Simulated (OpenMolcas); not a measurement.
**Co⁴⁺ among point charges: CASSCF and CASPT2 levels and susceptibility**

Aim: the splitting of the states of Co⁴⁺ in the field of 3 point charges, its lowest levels with spin-orbit coupling and its magnetic susceptibility.

Program: OpenMolcas 26.06. Level of theory: state-averaged CASSCF and CASPT2, spin-orbit coupling by RASSI with atomic mean-field integrals. These are calculated values, not measurements, unless marked.

**1. The atom as given**

```
Species                           : Co⁴⁺ (cobalt, Z = 27, 23 electrons)
Basis                             : ANO-RCC-VTZP [6s5p3d2f1g], 59 functions
Scalar Hamiltonian                : DKH2, point nucleus
Inactive shells                   : 1s 2s 2p 3s 3p
Active space                      : 5 electrons in 5 orbitals (3d)
Some configurations of this space : 3d⁵
Orbitals                          : optimised for each spin and parity, averaged over all roots
```

The outer shells:

3d5
```
3d [↑ ][↑ ][↑ ][↑ ][↑ ]
```

The ion sits among 3 point charges of -3 e arranged as a planar triangle (D3h), 2.32 Å from the ion.

Each step is its own input file, run in one work folder so that later steps find the files of earlier ones. Labels, J, g values, rates, χT and fits are worked out afterwards by a script from the matrices that RASSI stores.

**2. Basis and integrals**

Contents of a.inp:

```
&GATEWAY
Coord
1

Co 0.0 0.0 0.0
Basis=ANO-RCC-VTZP
Group=NoSym
NoMove
AngMom=0.0 0.0 0.0
AMFI
XField
3 Angstrom 0
2.320000 0.000000 0.000000 -3.000000
-1.160000 2.009179 0.000000 -3.000000
-1.160000 -2.009179 0.000000 -3.000000
&SEWARD
```

Started as:

```sh
OMP_NUM_THREADS=1 MOLCAS_MEM=1689 MOLCAS_PROJECT=a pymolcas a.inp > a.log
```

**3. CASSCF: sextets, 1 root**

Contents of a.inp:

```
&RASSCF
FileOrb=start.orb
Symmetry=1
Spin=6
nActEl=5 0 0
Inactive=9
Ras2=5
CIRoot=1 1 1
SDav=1
CIMx=300
Iter=120 100
PrWF=0.3
OrbListing=Nothing
MaxOrb=0
>>> COPY $Project.JobIph JOB001
```

start.orb holds the contracted functions of the basis, ordered by shell, or the orbitals of the step before.

**4. CASSCF: quartets, 24 roots**

Contents of a.inp:

```
&RASSCF
FileOrb=start.orb
Symmetry=1
Spin=4
nActEl=5 0 0
Inactive=9
Ras2=5
CIRoot=24 24 1
SDav=24
CIMx=300
Iter=120 100
PrWF=0.3
OrbListing=Nothing
MaxOrb=0
>>> COPY $Project.JobIph JOB002
```

**5. Reference wave functions, doublets, 75 roots**

Contents of a.inp:

```
&RASSCF
FileOrb=start.orb
Symmetry=1
Spin=2
nActEl=5 0 0
Inactive=9
Ras2=5
CIRoot=75 75 1
SDav=75
CIMx=300
Iter=120 100
PrWF=0.3
OrbListing=Nothing
MaxOrb=0
>>> COPY $Project.JobIph JOB003
```

**6. State interaction with spin-orbit coupling**

Contents of a.inp:

```
&RASSI
NrOfJobIphs=3 1 24 75
1
1 2 3 4 5 6 7 8 9 10 11 12 13 14 15 16 17 18 19 20 21 22 23 24
1 2 3 4 5 6 7 8 9 10 11 12 13 14 15 16 17 18 19 20 21 22 23 24 25 26 27
28 29 30 31 32 33 34 35 36 37 38 39 40 41 42 43 44 45 46 47 48 49 50 51
52 53 54 55 56 57 58 59 60 61 62 63 64 65 66 67 68 69 70 71 72 73 74 75
IphNames
JOB001
JOB002
JOB003
EJob
SpinOrbit
DIPRint=1.0
SOCoupling=1000.0
Subsets=2
Property=9
'ANGMOM' 1 'ANGMOM' 2 'ANGMOM' 3 'MLTPL  1' 1 'MLTPL  1' 2 'MLTPL  1' 3
'AMFI' 1 'AMFI' 2 'AMFI' 3
SOProperty=3
'ANGMOM' 1 'ANGMOM' 2 'ANGMOM' 3
```

**7. CASPT2: IPEA 0.25, imaginary shift 0.1 (closed shells correlated: 3s 3p)**

Contents of a.inp:

```
>>> COPY JOB001 $Project.JobIph
&CASPT2
Multistate=1 1
Frozen=5
IPEA=0.25
Imaginary=0.1
MaxIter=60
WThr=0.0 0.3 0.05
PrWF=0.5
NoMix
>>> COPY JOB002 $Project.JobIph
&CASPT2
Multistate=24 1 2 3 4 5 6 7 8 9 10 11 12 13 14 15 16 17 18 19 20 21 22
23 24
NoMult
Frozen=5
IPEA=0.25
Imaginary=0.1
MaxIter=60
WThr=0.0 0.3 0.05
PrWF=0.5
NoMix
>>> COPY JOB003 $Project.JobIph
&CASPT2
Multistate=75 1 2 3 4 5 6 7 8 9 10 11 12 13 14 15 16 17 18 19 20 21 22
23 24 25 26 27 28 29 30 31 32 33 34 35 36 37 38 39 40 41 42 43 44 45 46
47 48 49 50 51 52 53 54 55 56 57 58 59 60 61 62 63 64 65 66 67 68 69 70
71 72 73 74 75
NoMult
Frozen=5
IPEA=0.25
Imaginary=0.1
MaxIter=60
WThr=0.0 0.3 0.05
PrWF=0.5
NoMix
```

(Steps that only read results are left out.)

Q: Predict the outcome of this session. Wanted: spin-free ground state; lowest level; next level.

The runs gave:

| quantity | value |
| --- | --- |
| method | SS-CASPT2, IPEA 0.25, imaginary shift 0.1 (closed shells correlated: 3s 3p) |
| spin-free ground state | 6A1, 1-fold in its orbital part |
| lowest level | 2-fold E1/2, g = 2.00, 6.01, 6.01 |
| next level | 0.3 cm⁻¹ |
| χT at 300 K | 4.38 cm³ K/mol |
| effective moment at 300 K | 5.92 μB |

Cost by method:

```tsv
method	time of its own steps	time with the reference
A. CASSCF	31 s	31 s
B. SS-CASPT2, IPEA 0.25, imaginary shift 0.1, +3s 3p	25 s	56 s
```

Times are of one thread on a shared host.

What this shows: The spin-free ground state (6A1) comes to 100 % from free-ion S terms and keeps the highest spin of the shell. χT at 300 K is 4.38, against 4.39 cm³ K/mol for the spin alone, as a half-filled shell (L = 0) has no orbital moment. An active space of the d shell alone favours high spin; real ions in strong fields can be low spin. CASPT2 does not keep the components of a term degenerate, and the means are used. The field of point charges can differ much from that of real complexes. With metal d orbitals alone active, the gaps between spin states are rough; where two lie within a few thousand cm-1, their order is open. This is an electrostatic model: the charges have no orbitals.
